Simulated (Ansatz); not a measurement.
Below is the output of a Python script on Ansatz's Python interface that makes a convergence test of the plane-wave cutoff of Li3Eu, space group Fm-3m. Write a script that gives it. Level of theory (first run): r2SCAN, PAW, cutoff 250 eV, 4×4×4 k-points, Fermi-Dirac smearing of 0.1 eV, collinear spin. The script varies cutoff (eV): 250, 300, 350, 400, 450, 500.

```
CELL_PARAMETERS angstrom
0.00000 3.87079 3.87079
3.87079 0.00000 3.87079
3.87079 3.87079 0.00000
ATOMIC_POSITIONS crystal
Li 0.25000 0.25000 0.25000
Li 0.75000 0.75000 0.75000
Li 0.50000 0.50000 0.50000
Eu 0.00000 0.00000 0.00000
```

```console
$ python ecut_li3eu.py
DeckWarning: basis.ecutwfc = 250 eV is below the records' recommended 500 eV, and the density's cutoff is lower with it unless basis.ecutrho_ratio is high enough to keep the records' density cutoff: compare with a run at a higher cutoff
DeckWarning: where an SCF of this run starts from atoms to list the orders of its open shells, Eu (site 3, from 0) starts with 6.32 μB on its 4f shell and 0.68 μB on its 5d shell, in the place of the 9.10 μB that the deck gives it: its open shells can hold no more by Hund's first rule. To start from spheres of the given moment, type scf.initial_density.shell_occupations: []
DeckWarning: basis.ecutwfc = 300 eV is below the records' recommended 500 eV, and the density's cutoff is lower with it unless basis.ecutrho_ratio is high enough to keep the records' density cutoff: compare with a run at a higher cutoff
DeckWarning: basis.ecutwfc = 350 eV is below the records' recommended 500 eV, and the density's cutoff is lower with it unless basis.ecutrho_ratio is high enough to keep the records' density cutoff: compare with a run at a higher cutoff
DeckWarning: basis.ecutwfc = 400 eV is below the records' recommended 500 eV, and the density's cutoff is lower with it unless basis.ecutrho_ratio is high enough to keep the records' density cutoff: compare with a run at a higher cutoff
DeckWarning: basis.ecutwfc = 450 eV is below the records' recommended 500 eV, and the density's cutoff is lower with it unless basis.ecutrho_ratio is high enough to keep the records' density cutoff: compare with a run at a higher cutoff
 cutoff (eV)  F/atom (eV)  iterations  moment (muB)  plane waves
         250  -2348.42743          16       7.34686         1037
         300  -2348.78250          18       7.38378         1363
         350  -2348.81022          19       7.39017         1759
         400  -2348.81243          18       7.38984         2085
         450  -2348.81427          18       7.39087         2565
         500  -2348.81547          18       7.39185         2891
250: +388.04 meV/atom
300: +32.97 meV/atom
350: +5.25 meV/atom
400: +3.04 meV/atom
450: +1.20 meV/atom  (within 2 meV)
```
(Warnings from the package without file and line.)

One script that gives this output:

The script, `ecut_li3eu.py`:
```python
"""Convergence of Li3Eu with the plane-wave cutoff."""

from dataclasses import dataclass

import ansatz as az
import pandas as pd


@dataclass(frozen=True)
class Options:
    xc: str = "r2scan"
    tolerance: float = 1e-07
    max_scf: int = 100
    filling: str = "Fermi-Dirac"
    kgrid: tuple[int, ...] = (4, 4, 4)


settings = Options()

lattice = az.Lattice.of(
    (0.0, 3.870791, 3.870791),
    (3.870791, 0.0, 3.870791),
    (3.870791, 3.870791, 0.0),
)
sites = [
    ("Li", (0.25, 0.25, 0.25)),
    ("Li", (0.75, 0.75, 0.75)),
    ("Li", (0.5, 0.5, 0.5)),
    ("Eu", (0.0, 0.0, 0.0)),
]
li3eu = az.Crystal(lattice=lattice)
for symbol, position in sites:
    li3eu = li3eu.atom(symbol, position)
li3eu = li3eu.moments(Eu=9.1)

base = li3eu.calculation()
base = base.functional(settings.xc).spin("collinear")
base = base.scf(tolerance=settings.tolerance, max_iterations=settings.max_scf).occupations(settings.filling)
base = base.kpoints(*settings.kgrid, center="gamma")

rows = []
for value in [250, 300, 350, 400, 450, 500]:
    summary = base.basis(value).run(threads=1).report
    rows.append((value, summary["free_energy_ev"] / len(summary["lattice"]["sites"]), summary["n_iterations"], summary["magnetization_mub"], summary["n_pw"]))

table = pd.DataFrame(rows, columns=["cutoff (eV)", "F/atom (eV)", "iterations", "moment (muB)", "plane waves"])
print(table.round(5).to_string(index=False))

# differences from the last row
for row in rows[:-1]:
    shift = 1000 * (row[1] - rows[-1][1])
    print(f"{row[0]}: {shift:+.2f} meV/atom" + ("  (within 2 meV)" if abs(shift) < 2 else ""))
```

From 450 eV on it stays within 2 meV an atom of the value at 500 eV; the first row (250 eV) is off by 388.0 meV and the last but one by 1.20 meV. The energy falls steadily, as expected when plane waves are added. The last run costs about 2.4 times the first.

Caveats:
- Open f shells: without a Hubbard U, without spin-orbit coupling; the state reached hangs on the start and needn't be the lowest.
- For a metal this k-point mesh is coarse: on a finer one energies can move by several to tens of meV an atom and pressures by half a GPa or more, differences at one mesh by less.
- r2SCAN tends to overestimate the moments of itinerant magnets.
- This cell is a computed structure, which may not be the phase found in nature.
- Shifts are counted from the last row, which is itself no proven limit.
- Processor time in the engine: 39 s on 1 thread of Intel(R) Xeon(R) Processor @ 2.30GHz, with other jobs on the host, peak memory 0.83 GiB.
